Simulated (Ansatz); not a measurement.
**C10H30Si4: structure and electronic state**

Aim: characterise C10H30Si4 as a singlet: its structure, frontier levels and distribution of charge.

Computed with Ansatz 0.2.0, Gaussian basis. Level: RKS PBE0-D4/def2-TZVP.

Plan: relaxation at PBE-D4/def2-SVP; a single point at PBE0-D4/def2-TZVP.

### 1 Starting geometry

44 atoms, charge 0, spin multiplicity 1.

Atoms are counted from 1 here; the program's logs count them from 0.

Bond lengths: C1–C2 1.525 Å, C1–H15 1.088 Å, C1–H16 1.088 Å, C1–H17 1.090 Å, C2–Si3 1.914 Å, C2–H18 1.091 Å, C2–H19 1.091 Å, Si3–C4 1.901 Å, Si3–C5 1.904 Å, Si3–H20 1.477 Å, C4–H21 1.086 Å, C4–H22 1.086 Å, C4–H23 1.085 Å, C5–Si6 1.907 Å, C5–H24 1.090 Å, C5–H25 1.090 Å, Si6–C7 1.899 Å, Si6–C8 1.905 Å and more. Angles: C2–C1–H15 110.7°, C2–C1–H16 110.5°, C2–C1–H17 111.1°, H15–C1–H16 108.3°, H15–C1–H17 108.1°, H16–C1–H17 108.1°, C1–C2–Si3 114.2°, C1–C2–H18 108.8°, C1–C2–H19 109.0°, Si3–C2–H18 109.1°, Si3–C2–H19 109.4°, H18–C2–H19 106.1°, C2–Si3–C4 109.6°, C2–Si3–C5 111.6°, C2–Si3–H20 106.7°, C4–Si3–C5 109.2°, C4–Si3–H20 109.3°, C5–Si3–H20 110.4° and more.

The start is a GFN2-xTB geometry.

### 2 Relaxation at PBE-D4/def2-SVP

in.yaml

```yaml
crystal:
  periodic: [false, false, false]
  atoms:
    - {symbol: C, position_ang: [-4.965730, -2.773050, -0.602690]}
    - {symbol: C, position_ang: [-5.298010, -1.295730, -0.787080]}
    - {symbol: Si, position_ang: [-4.074500, -0.103910, 0.076880]}
    - {symbol: C, position_ang: [-4.094540, -0.416070, 1.952330]}
    - {symbol: C, position_ang: [-2.300360, -0.327880, -0.577010]}
    - {symbol: Si, position_ang: [-1.076130, 1.021080, -0.013420]}
    - {symbol: C, position_ang: [-1.469090, 2.632930, -0.936550]}
    - {symbol: C, position_ang: [0.725760, 0.513950, -0.367400]}
    - {symbol: Si, position_ang: [2.031570, 1.586950, 0.505790]}
    - {symbol: C, position_ang: [2.004030, 1.216640, 2.367850]}
    - {symbol: C, position_ang: [3.786320, 1.280730, -0.175190]}
    - {symbol: Si, position_ang: [4.490960, -0.487160, -0.071220]}
    - {symbol: C, position_ang: [6.390350, -0.411940, -0.200930]}
    - {symbol: C, position_ang: [3.815210, -1.540860, -1.504340]}
    - {symbol: H, position_ang: [-3.978950, -2.997610, -1.001490]}
    - {symbol: H, position_ang: [-4.976200, -3.037680, 0.452250]}
    - {symbol: H, position_ang: [-5.689570, -3.404920, -1.116790]}
    - {symbol: H, position_ang: [-6.304510, -1.111920, -0.406900]}
    - {symbol: H, position_ang: [-5.331490, -1.069920, -1.854120]}
    - {symbol: H, position_ang: [-4.553820, 1.266150, -0.195150]}
    - {symbol: H, position_ang: [-5.098930, -0.342750, 2.358200]}
    - {symbol: H, position_ang: [-3.710870, -1.402640, 2.195790]}
    - {symbol: H, position_ang: [-3.474840, 0.310900, 2.466710]}
    - {symbol: H, position_ang: [-1.928130, -1.301220, -0.258240]}
    - {symbol: H, position_ang: [-2.321100, -0.354690, -1.666170]}
    - {symbol: H, position_ang: [-1.237550, 1.241760, 1.436380]}
    - {symbol: H, position_ang: [-1.366700, 2.513930, -2.010990]}
    - {symbol: H, position_ang: [-0.799560, 3.429510, -0.630990]}
    - {symbol: H, position_ang: [-2.485170, 2.957390, -0.739720]}
    - {symbol: H, position_ang: [0.873340, -0.523160, -0.068650]}
    - {symbol: H, position_ang: [0.898200, 0.544490, -1.442250]}
    - {symbol: H, position_ang: [1.719910, 3.018570, 0.295060]}
    - {symbol: H, position_ang: [2.146500, 0.158250, 2.561100]}
    - {symbol: H, position_ang: [2.788960, 1.753620, 2.890430]}
    - {symbol: H, position_ang: [1.054940, 1.505140, 2.806500]}
    - {symbol: H, position_ang: [4.461680, 1.952050, 0.354260]}
    - {symbol: H, position_ang: [3.808580, 1.601230, -1.216690]}
    - {symbol: H, position_ang: [4.151460, -1.136530, 1.209730]}
    - {symbol: H, position_ang: [6.832310, -1.402050, -0.146240]}
    - {symbol: H, position_ang: [6.710500, 0.036980, -1.136720]}
    - {symbol: H, position_ang: [6.815670, 0.178330, 0.604910]}
    - {symbol: H, position_ang: [4.050300, -1.095720, -2.467230]}
    - {symbol: H, position_ang: [2.736660, -1.644110, -1.447110]}
    - {symbol: H, position_ang: [4.242540, -2.539070, -1.492870]}
basis:
  gaussian: {orbitals: def2-SVP}
hamiltonian: {xc: pbe, dispersion: d4}
scf: {lower_state_search: "off"}
output: {orbitals: {seedname: orbitals}}
relax: {f_tol: 0.03, max_steps: 70}
```

On the command line:

```bash
> ansatz run in.yaml --threads 2 --pin off --events-out ev --progress --plain --max-ram 22528MiB --backend cuda --devices 0, --max-vram 18GiB
```

Further steps of the session: Single point, PBE0-D4/def2-TZVP.

**Question.** What will the summary of the whole plan be? Wanted: point group; commonest bond, hydrogen aside; HOMO, LUMO at PBE0-D4/def2-TZVP; dipole at PBE-D4/def2-SVP.

The runs gave:

| quantity | value |
| --- | --- |
| point group | C1 |
| commonest bond, hydrogen aside | C–Si, 12 of mean length 1.896 Å |
| HOMO, LUMO at PBE0-D4/def2-TZVP | -7.52, 0.77 eV |
| dipole at PBE-D4/def2-SVP | 1.41 D |

**Reading.** The molecule keeps its bonding pattern by the stored test; the atoms moved 0.17 Å (rms). No usable vibrations, so a minimum isn't proven. The point group is read from a loosely relaxed geometry; soft torsions can leave it below the true symmetry.
